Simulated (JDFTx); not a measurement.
TiBr2: equation of state with PBE

TiBr2:

```
Br Ti
1.0
     3.62900    0.00000    0.00000
    -1.81450    3.14281    0.00000
     0.00000    0.00000    6.49200
Br Ti
2 1
Direct
  0.66667 0.33333 0.75000
  0.33333 0.66667 0.25000
  0.00000 0.00000 0.00000
```

```json
{"Program": "JDFTx 1.7.0 (patched build)", "Task": "equation of state", "Functional": "PBE", "Potentials or basis": "PseudoDojo-SR-PBE-0.5-standard", "Cutoff": "1143 eV", "Density cutoff": "9143 eV", "k mesh": "8 × 8 × 4", "Occupations": "fermi-dirac, width 0.05 eV", "Spin": "no spin polarisation", "Density cutoff over wavefunction cutoff": "8", "Max SCF steps": "100", "SCF threshold on the energy": "1e-09 Ha", "Solver of the electrons": "scf"}
```

```json
{"Equilibrium volume": "24.23 Å³/atom", "Bulk modulus at fixed shape and positions": "55 GPa", "Pressure derivative of the bulk modulus": "4.7"}
```

Energy against volume, from the lowest point:
```
volume (Å³/atom)  energy (meV/atom)
          23.200               8.13
          23.694               2.10
          24.187               0.00
          24.681               1.41
          25.175               5.94
          25.668              13.25
          26.162              23.04
```

Caveat: the cell was scaled at fixed shape and fractional positions, which overstates the stiffness of a crystal with free parameters, most of all of layers and chains; this functional lacks dispersion, which binds the layers, so the pressure and a relaxed spacing across them are unreliable.
